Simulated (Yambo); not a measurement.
# Zr (P6_3/mmc) in Yambo: notebook

The runs below take Zr through optical spectrum, energy-loss spectrum, with PBEsol.

All numbers are computed with Yambo 5.3.0; they aren't measurements. Logs are shortened: lines on timing, memory, paths and dates and some standing lists are left out, and cuts for length are marked.

## Step 1: The crystal as given

Symmetry: P6_3/mmc, No. 194, hexagonal system. Conventional cell: a = 3.232 Å, b = 3.232 Å, c = 5.147 Å, α = 90.00°, β = 90.00°, γ = 120.00°. Zr (site symmetry -6m2) is surrounded by 12 Zr at 3.18 to 3.23 Å.

## Step 2: Optical spectrum, PBEsol

optics5.in

```
optics
chi
Chimod= "IP"
% BndsRnXd
 1 | 32 |
%
% LongDrXd
 1 | 0 | 0 |
%
% QpntsRXd
 1 | 1 |
%
% EnRngeXd
 0 | 15 | eV
%
% DmRngeXd
 0.3 | 0.3 | eV
%
ETStpsXd= 300
Gauge= "velocity"
```

scf.in

```
&CONTROL
  calculation = 'scf'
  prefix = 'pwscf'
  outdir = './tmp'
  pseudo_dir = './pseudo'
/
&SYSTEM
  ibrav = 0
  nat = 2
  ntyp = 1
  ecutwfc = 66
  nbnd = 19
  occupations = 'smearing'
  smearing = 'fd'
  degauss = 0.00367493
  force_symmorphic = .true.
/
&ELECTRONS
  conv_thr = 4d-10
  electron_maxstep = 120
  mixing_beta = 0.5
/
ATOMIC_SPECIES
Zr    91.2240 Zr.upf
CELL_PARAMETERS angstrom
   3.2320000000    0.0000000000    0.0000000000
  -1.6160000000    2.7989941050    0.0000000000
   0.0000000000    0.0000000000    5.1470000000
ATOMIC_POSITIONS crystal
Zr     0.6666666667    0.3333333333    0.7500000000
Zr     0.3333333333    0.6666666667    0.2500000000
K_POINTS automatic
12 12 6 0 0 0
```

nscf.in

```
&CONTROL
  calculation = 'nscf'
  prefix = 'pwscf'
  outdir = './tmp'
  pseudo_dir = './pseudo'
/
&SYSTEM
  ibrav = 0
  nat = 2
  ntyp = 1
  ecutwfc = 66
  nbnd = 32
  occupations = 'smearing'
  smearing = 'fd'
  degauss = 0.00367493
  force_symmorphic = .true.
/
&ELECTRONS
  conv_thr = 1d-08
  diago_full_acc = .true.
  diago_thr_init = 1d-06
/
ATOMIC_SPECIES
Zr    91.2240 Zr.upf
CELL_PARAMETERS angstrom
   3.2320000000    0.0000000000    0.0000000000
  -1.6160000000    2.7989941050    0.0000000000
   0.0000000000    0.0000000000    5.1470000000
ATOMIC_POSITIONS crystal
Zr     0.6666666667    0.3333333333    0.7500000000
Zr     0.3333333333    0.6666666667    0.2500000000
K_POINTS automatic
9 9 6 0 0 0
```

Potentials or basis: PseudoDojo 0.4.1 SR PBEsol standard.

On the command line:

```console
> OMP_NUM_THREADS=1 pw.x -in scf.in > scf.out
> OMP_NUM_THREADS=1 pw.x -in nscf.in > nscf.out
> cd tmp/pwscf.save; p2y; mv SAVE ../..; cd ../..
> OMP_NUM_THREADS=1 yambo
> OMP_NUM_THREADS=1 yambo -F optics5.in -J optics5 -C optics5_out
```

Yambo's report:

```text
[... sections 02.01 to 02.04 as in the set-up run ...]

  [02.05] Energies & Occupations
  ==============================

  [X] === General ===
  [X] Electronic Temperature                        :  0.258606E-1   300.100    [eV K]
  [X] Bosonic    Temperature                        :  0.258606E-1   300.100    [eV K]
  [X] Finite Temperature mode                       : yes
  [X] El. density                                   :  0.51545E+24 [cm-3]
  [X] Fermi Level                                   :  14.00795 [eV]

  [X] === Gaps and Widths ===
  [X] Conduction Band Min                           :  14.00795 [eV]
  [X] Valence Band Max                              :  14.00795 [eV]
  [X] Filled Bands                                  :  10
  [X] Metallic Bands                                :  11  14
  [X] Empty Bands                                   :   15   32

  [X] === Metallic Characters ===
  [X] N of el / N of met el                         :  24.00000   3.75287
  [X] Average metallic occ.                         :  0.234554

  [WARNING] [X] Metallic system

 [03] Transferred momenta grid and indexing
 ==========================================

 IBZ Q-points                                      :   62
 BZ  Q-points                                      :   486

 K/Q-points units:
 rlu = crystal or reduced units; cc = cartesian coordinates; iku = interal k-units

 Q [ 1]         [rlu]:  0.000000  0.000000  0.000000
 Q [ 2]         [rlu]:  0.000000  0.000000  0.166667
 Q [ 3]         [rlu]:  0.000000  0.000000  0.333333
 Q [ 4]         [rlu]:  0.000000  0.000000 -0.500000
 Q [ 5]         [rlu]:  0.52432E-18  0.11111       0.0000
 Q [ 6]         [rlu]:  0.52432E-18  0.11111      0.16667
 Q [ 7]         [rlu]:  0.52432E-18  0.11111      0.33333
 Q [ 8]         [rlu]:  0.52432E-18  0.11111     -0.50000
 Q [ 9]         [rlu]:  0.10486E-17  0.22222       0.0000
 Q [10]         [rlu]:  0.10486E-17  0.22222      0.16667
 Q [11]         [rlu]:  0.10486E-17  0.22222      0.33333
 Q [12]         [rlu]:  0.10486E-17  0.22222     -0.50000
 Q [13]         [rlu]:  0.15730E-17  0.33333       0.0000
 Q [14]         [rlu]:  0.15730E-17  0.33333      0.16667
 Q [15]         [rlu]:  0.15730E-17  0.33333      0.33333
[... 33 lines left out ...]
 Q [49]         [rlu]:  0.52432E-18  0.11111     -0.16667
 Q [50]         [rlu]:  0.52432E-18  0.11111     -0.33333

 Remaining 12 points informations can be written running with -fatlog

 [04] Dipoles
 ============

  [04.01] Setup: observables and procedures
  =========================================

  [WF-Oscillators/G space/Transverse up loader] Normalization (few states)  min/max  :  0.13472E-16   1.0000

  [WR./optics5//ndb.dipoles]------------------------------------------------------
   Brillouin Zone Q/K grids (IBZ/BZ)                :    62   486    62   486
   RL vectors                                       :   3681 [WF]
   Fragmentation                                    : yes
   Electronic Temperature                           :  300.1000 [K]
   Bosonic    Temperature                           :  300.1000 [K]
   DIP band range                                   :    1   32
   DIP band range limits                            :  14  11
   DIP e/h energy range                             : -1.000000 -1.000000 [eV]
   RL vectors in the sum                            :   3681
   [r,Vnl] included                                 : yes
   Bands ordered                                    : yes
   Direct v evaluation                              : no
   Approach used                                    : G-space v
   Dipoles computed                                 : R V P [G-space]
   Wavefunctions                                    : Perdew, Burke & Ernzerhof SOL(X)+Perdew, Burke & Ernzerhof SOL(C)

  [WARNING] [r,Vnl^pseudo] included in position and velocity dipoles.

  [WARNING] In case H contains other non local terms, these are neglected

 [05] Optics
 ===========

 [X-CG] R(p) Tot o/o(of R):    8880  128260     100

 [WARNING] The system is a metal but Drude term not included.
```

It took 47 s on 1 thread of Intel Xeon 6975P-C (Granite Rapids), shared host; peak memory 0.25 GiB.

Results:

| Quantity | Value |
| --- | --- |
| Band gap on the k mesh, mean-field level | none (metal or under the smearing width) |

Dielectric function (along the field direction of the input):
| energy (eV) | real part | imaginary part |
| --- | --- | --- |
| 0.25 | 51.93 | 10.89 |
| 1.00 | 26.78 | 29.64 |
| 1.76 | 9.45 | 29.95 |
| 2.56 | -1.20 | 21.24 |
| 3.31 | -3.09 | 12.24 |
| 4.11 | -2.52 | 10.76 |
| 4.87 | -3.69 | 7.34 |
| 5.67 | -3.67 | 4.91 |
| 6.42 | -2.05 | 2.74 |
| 7.22 | -0.60 | 2.76 |
| 7.98 | -0.80 | 3.53 |
| 8.78 | -0.78 | 2.30 |
| 9.53 | -0.25 | 2.78 |
| 10.33 | -0.83 | 2.35 |
| 11.09 | -0.96 | 1.72 |
| 11.89 | -0.51 | 1.40 |
| 12.64 | -0.58 | 1.23 |
| 13.44 | -0.28 | 0.91 |
| 14.20 | -0.23 | 0.85 |
| 15.00 | -0.12 | 0.68 |

Caveat: the intraband (Drude) term of the metal is left out; spectra need much finer meshes, so this one isn't converged; independent-particle spectra lack excitons.

## Step 3: Optical spectrum, PBEsol

optics6.in

```
optics
chi
Chimod= "HARTREE"
% BndsRnXd
 1 | 32 |
%
NGsBlkXd= 6 Ry
% LongDrXd
 0 | 0 | 1 |
%
% QpntsRXd
 1 | 1 |
%
% EnRngeXd
 0 | 20 | eV
%
% DmRngeXd
 0.05 | 0.05 | eV
%
ETStpsXd= 300
```

scf.in is that of step 2.

nscf.in is that of step 2.

Potentials or basis: PseudoDojo 0.4.1 SR PBEsol standard.

On the command line:

```console
> OMP_NUM_THREADS=1 pw.x -in scf.in > scf.out
> OMP_NUM_THREADS=1 pw.x -in nscf.in > nscf.out
> cd tmp/pwscf.save; p2y; mv SAVE ../..; cd ../..
> OMP_NUM_THREADS=1 yambo
> OMP_NUM_THREADS=1 yambo -F optics6.in -J optics6 -C optics6_out
```

Yambo's report:

```text
[... sections 02.01 to 02.04 as in the set-up run ...]

  [02.05] Energies & Occupations
  ==============================

  [X] === General ===
  [X] Electronic Temperature                        :  0.258606E-1   300.100    [eV K]
  [X] Bosonic    Temperature                        :  0.258606E-1   300.100    [eV K]
  [X] Finite Temperature mode                       : yes
  [X] El. density                                   :  0.51545E+24 [cm-3]
  [X] Fermi Level                                   :  14.00795 [eV]

  [X] === Gaps and Widths ===
  [X] Conduction Band Min                           :  14.00795 [eV]
  [X] Valence Band Max                              :  14.00795 [eV]
  [X] Filled Bands                                  :  10
  [X] Metallic Bands                                :  11  14
  [X] Empty Bands                                   :   15   32

  [X] === Metallic Characters ===
  [X] N of el / N of met el                         :  24.00000   3.75287
  [X] Average metallic occ.                         :  0.234554

  [WARNING] [X] Metallic system

 [03] Transferred momenta grid and indexing
 ==========================================

 IBZ Q-points                                      :   62
 BZ  Q-points                                      :   486

 K/Q-points units:
 rlu = crystal or reduced units; cc = cartesian coordinates; iku = interal k-units

 Q [ 1]         [rlu]:  0.000000  0.000000  0.000000
 Q [ 2]         [rlu]:  0.000000  0.000000  0.166667
 Q [ 3]         [rlu]:  0.000000  0.000000  0.333333
 Q [ 4]         [rlu]:  0.000000  0.000000 -0.500000
 Q [ 5]         [rlu]:  0.52432E-18  0.11111       0.0000
 Q [ 6]         [rlu]:  0.52432E-18  0.11111      0.16667
 Q [ 7]         [rlu]:  0.52432E-18  0.11111      0.33333
 Q [ 8]         [rlu]:  0.52432E-18  0.11111     -0.50000
 Q [ 9]         [rlu]:  0.10486E-17  0.22222       0.0000
 Q [10]         [rlu]:  0.10486E-17  0.22222      0.16667
 Q [11]         [rlu]:  0.10486E-17  0.22222      0.33333
 Q [12]         [rlu]:  0.10486E-17  0.22222     -0.50000
 Q [13]         [rlu]:  0.15730E-17  0.33333       0.0000
 Q [14]         [rlu]:  0.15730E-17  0.33333      0.16667
 Q [15]         [rlu]:  0.15730E-17  0.33333      0.33333
[... 33 lines left out ...]
 Q [49]         [rlu]:  0.52432E-18  0.11111     -0.16667
 Q [50]         [rlu]:  0.52432E-18  0.11111     -0.33333

 Remaining 12 points informations can be written running with -fatlog

 [04] Dipoles
 ============

  [04.01] Setup: observables and procedures
  =========================================

  [WF-Oscillators/G space/Transverse up loader] Normalization (few states)  min/max  :  0.13472E-16   1.0000

  [WR./optics6//ndb.dipoles]------------------------------------------------------
   Brillouin Zone Q/K grids (IBZ/BZ)                :    62   486    62   486
   RL vectors                                       :   3681 [WF]
   Fragmentation                                    : yes
   Electronic Temperature                           :  300.1000 [K]
   Bosonic    Temperature                           :  300.1000 [K]
   DIP band range                                   :    1   32
   DIP band range limits                            :  14  11
   DIP e/h energy range                             : -1.000000 -1.000000 [eV]
   RL vectors in the sum                            :   3681
   [r,Vnl] included                                 : yes
   Bands ordered                                    : yes
   Direct v evaluation                              : no
   Approach used                                    : G-space v
   Dipoles computed                                 : R V P [G-space]
   Wavefunctions                                    : Perdew, Burke & Ernzerhof SOL(X)+Perdew, Burke & Ernzerhof SOL(C)

  [WARNING] [r,Vnl^pseudo] included in position and velocity dipoles.

  [WARNING] In case H contains other non local terms, these are neglected

 [05] Optics
 ===========

 [X-CG] R(p) Tot o/o(of R):    8880  128260     100

 [WARNING] The system is a metal but Drude term not included.
```

It took 63 s on 1 thread of Intel Xeon 6975P-C (Granite Rapids), shared host; peak memory 0.6 GiB.

Results:

* Band gap on the k mesh, mean-field level: none (metal or under the smearing width)

Dielectric function (along the field direction of the input):
```csv
energy (eV),real part,imaginary part
0.27,145.77,19.70
1.40,8.02,34.04
2.41,-10.88,12.24
3.48,-4.83,11.94
4.48,-8.24,6.61
5.55,-7.73,6.04
6.56,-2.29,1.55
7.56,-1.69,1.47
8.63,-1.16,0.76
9.63,-0.83,1.86
10.70,-1.58,2.01
11.71,-1.30,2.05
12.78,-0.34,0.37
13.78,0.11,0.94
14.78,-0.43,0.49
15.85,-0.18,0.29
16.86,0.05,0.21
17.93,0.19,0.29
18.93,0.41,0.11
20.00,0.44,0.15
```

Caveat: the intraband (Drude) term of the metal is left out; spectra need much finer meshes, so this one isn't converged; these spectra lack excitons.

## Step 4: Energy-loss spectrum, PBEsol

eels7.in

```
optics
chi
Chimod= "IP"
% BndsRnXd
 1 | 32 |
%
% LongDrXd
 1 | 1 | 1 |
%
% QpntsRXd
 2 | 2 |
%
% EnRngeXd
 0 | 30 | eV
%
% DmRngeXd
 0.5 | 0.5 | eV
%
ETStpsXd= 200
```

scf.in is that of step 3.

nscf.in is that of step 3.

Potentials or basis: PseudoDojo 0.4.1 SR PBEsol standard.

On the command line:

```console
> OMP_NUM_THREADS=1 pw.x -in scf.in > scf.out
> OMP_NUM_THREADS=1 pw.x -in nscf.in > nscf.out
> cd tmp/pwscf.save; p2y; mv SAVE ../..; cd ../..
> OMP_NUM_THREADS=1 yambo
> OMP_NUM_THREADS=1 yambo -F eels7.in -J eels7 -C eels7_out
```

Yambo's report:

```text
[... sections 02.01 to 02.04 as in the set-up run ...]

  [02.05] Energies & Occupations
  ==============================

  [X] === General ===
  [X] Electronic Temperature                        :  0.258606E-1   300.100    [eV K]
  [X] Bosonic    Temperature                        :  0.258606E-1   300.100    [eV K]
  [X] Finite Temperature mode                       : yes
  [X] El. density                                   :  0.51545E+24 [cm-3]
  [X] Fermi Level                                   :  14.00795 [eV]

  [X] === Gaps and Widths ===
  [X] Conduction Band Min                           :  14.00795 [eV]
  [X] Valence Band Max                              :  14.00795 [eV]
  [X] Filled Bands                                  :  10
  [X] Metallic Bands                                :  11  14
  [X] Empty Bands                                   :   15   32

  [X] === Metallic Characters ===
  [X] N of el / N of met el                         :  24.00000   3.75287
  [X] Average metallic occ.                         :  0.234554

  [WARNING] [X] Metallic system

 [03] Transferred momenta grid and indexing
 ==========================================

 IBZ Q-points                                      :   62
 BZ  Q-points                                      :   486

 K/Q-points units:
 rlu = crystal or reduced units; cc = cartesian coordinates; iku = interal k-units

 Q [ 1]         [rlu]:  0.000000  0.000000  0.000000
 Q [ 2]         [rlu]:  0.000000  0.000000  0.166667
 Q [ 3]         [rlu]:  0.000000  0.000000  0.333333
 Q [ 4]         [rlu]:  0.000000  0.000000 -0.500000
 Q [ 5]         [rlu]:  0.52432E-18  0.11111       0.0000
 Q [ 6]         [rlu]:  0.52432E-18  0.11111      0.16667
 Q [ 7]         [rlu]:  0.52432E-18  0.11111      0.33333
 Q [ 8]         [rlu]:  0.52432E-18  0.11111     -0.50000
 Q [ 9]         [rlu]:  0.10486E-17  0.22222       0.0000
 Q [10]         [rlu]:  0.10486E-17  0.22222      0.16667
 Q [11]         [rlu]:  0.10486E-17  0.22222      0.33333
 Q [12]         [rlu]:  0.10486E-17  0.22222     -0.50000
 Q [13]         [rlu]:  0.15730E-17  0.33333       0.0000
 Q [14]         [rlu]:  0.15730E-17  0.33333      0.16667
 Q [15]         [rlu]:  0.15730E-17  0.33333      0.33333
[... 33 lines left out ...]
 Q [49]         [rlu]:  0.52432E-18  0.11111     -0.16667
 Q [50]         [rlu]:  0.52432E-18  0.11111     -0.33333

 Remaining 12 points informations can be written running with -fatlog

 [04] Optics
 ===========

 [WF-X loader] Normalization (few states)  min/max  :  0.25839E-16   1.0000

 [X-CG] R(p) Tot o/o(of R):   13447  128290     100
```

It took 57 s on 1 thread of Intel Xeon 6975P-C (Granite Rapids), shared host; peak memory 0.51 GiB.

What came out:

```yaml
Band_gap_on_the_k_mesh_mean-field_level: none (metal or under the smearing width)
Peak_of_the_energy-loss_function: 16.7 eV
```

Energy-loss function at q = [0.0, 0.0, 0.166667] (reciprocal lattice):
```tsv
energy (eV)	loss
0.0	0.000
1.4	0.023
2.6	0.052
3.9	0.081
5.3	0.124
6.5	0.168
7.8	0.301
9.2	0.523
10.4	0.373
11.8	0.494
13.1	0.843
14.3	1.066
15.7	1.662
16.9	2.006
18.2	0.999
19.6	0.564
20.8	0.336
22.2	0.202
23.5	0.129
24.7	0.095
26.1	0.124
27.4	0.337
28.6	0.603
30.0	0.607
```

## Step 5: The runs side by side

| task | direction of the field or of q to 0 | broadening | kernel | top of the energy range | energy points | other keys | gap on the mesh (eV) |
| --- | --- | --- | --- | --- | --- | --- | --- |
| optical spectrum | x | 0.3 eV | none (independent particles) | 15 eV | 300 | several, not listed | none |
| optical spectrum | z | 0.05 eV | Hartree (RPA with local fields) | 20 eV | 300 | several, not listed | none |
| energy-loss spectrum | - | 0.5 eV | none (independent particles) | 30 eV | 200 | - | none |

Alike in all rows: level PBEsol; potentials or basis PseudoDojo 0.4.1 SR PBEsol standard; no spin polarisation; cell as given; k mesh 9 × 9 × 6; cutoff (eV) 898; smearing fermi-dirac 0.05 eV.

Caveats: the intraband (Drude) term of the metal is left out (some runs); spectra need much finer meshes, so this one isn't converged (some runs); independent-particle spectra lack excitons (some runs); these spectra lack excitons (some runs).

Absolute energies hang on the potentials; compare differences alone.
